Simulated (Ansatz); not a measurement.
# C3H11NSi: the cost of one run

Method: RKS PBE-D4/6-31G, in Ansatz 0.2.0.

## Step 1: The system as given

Bond lengths (14 of 15 bonds, heavy atoms first): Si1–N2 1.820 Å, Si1–C5 1.870 Å, Si1–C9 1.869 Å, Si1–C13 1.869 Å, N2–H3 1.060 Å, N2–H4 1.060 Å, C5–H6 1.110 Å, C5–H7 1.110 Å, C5–H8 1.110 Å, C9–H10 1.110 Å, C9–H11 1.110 Å, C9–H12 1.110 Å, C13–H14 1.110 Å, C13–H15 1.110 Å. Angles (14 of 27 angles, heavy atoms first): N2–Si1–C5 109.4°, N2–Si1–C9 109.5°, N2–Si1–C13 109.5°, C5–Si1–C9 109.5°, C5–Si1–C13 109.5°, C9–Si1–C13 109.5°, Si1–N2–H3 120.0°, Si1–N2–H4 120.0°, Si1–C5–H6 109.5°, Si1–C5–H7 109.5°, Si1–C5–H8 109.5°, Si1–C9–H10 109.5°, Si1–C9–H11 109.5°, Si1–C9–H12 109.5°.

Coordinates:

```xyz
16

Si    0.0000    0.0000    0.0000
N     0.0000    0.0000    1.8200
H    -0.8770   -0.2713    2.3500
H     0.8770    0.2713    2.3500
C     1.7634    0.0000   -0.6227
H     2.1111   -1.0463   -0.7509
H     1.8119    0.5276   -1.5981
H     2.4154    0.5187    0.1108
C    -0.8808    1.5259   -0.6227
H    -1.9334    1.2723   -0.8671
H    -0.8624    2.3106    0.1622
H    -0.3704    1.9025   -1.5336
C    -0.8808   -1.5259   -0.6227
H    -1.3804   -2.0377    0.2261
H    -1.6409   -1.2332   -1.3768
H    -0.1449   -2.2146   -1.0879
```

## Step 2: Preparing the start

File input.yaml:

```yaml
crystal:
  periodic: [false, false, false]
  atoms:
    - { symbol: Si, position_ang: [0.0, 0.0, 0.0] }
    - { symbol: "N", position_ang: [0.0, 0.0, 1.82] }
    - { symbol: H, position_ang: [-0.877, -0.2713, 2.35] }
    - { symbol: H, position_ang: [0.877, 0.2713, 2.35] }
    - { symbol: C, position_ang: [1.7634, 0.0, -0.6227] }
    - { symbol: H, position_ang: [2.1111, -1.0463, -0.7509] }
    - { symbol: H, position_ang: [1.8119, 0.5276, -1.5981] }
    - { symbol: H, position_ang: [2.4154, 0.5187, 0.1108] }
    - { symbol: C, position_ang: [-0.8808, 1.5259, -0.6227] }
    - { symbol: H, position_ang: [-1.9334, 1.2723, -0.8671] }
    - { symbol: H, position_ang: [-0.8624, 2.3106, 0.1622] }
    - { symbol: H, position_ang: [-0.3704, 1.9025, -1.5336] }
    - { symbol: C, position_ang: [-0.8808, -1.5259, -0.6227] }
    - { symbol: H, position_ang: [-1.3804, -2.0377, 0.2261] }
    - { symbol: H, position_ang: [-1.6409, -1.2332, -1.3768] }
    - { symbol: H, position_ang: [-0.1449, -2.2146, -1.0879] }
basis:
  gaussian: { orbitals: "6-31G" }
hamiltonian:
  xc: pbe
  dispersion: d4
relax:
  f_tol: 0.02
  max_steps: 40
```

Command:

```sh
$ ansatz run input.yaml --threads 2 --pin off --max-ram 3072MiB --backend cpu --events-out ev --progress --plain --runs-dir out
```

Q: Estimate wall time and peak memory on 2 threads of Intel Xeon at 2.50GHz (Skylake/Cascade Lake), shared host.

About 60 s, with a peak of 0.17 GiB.
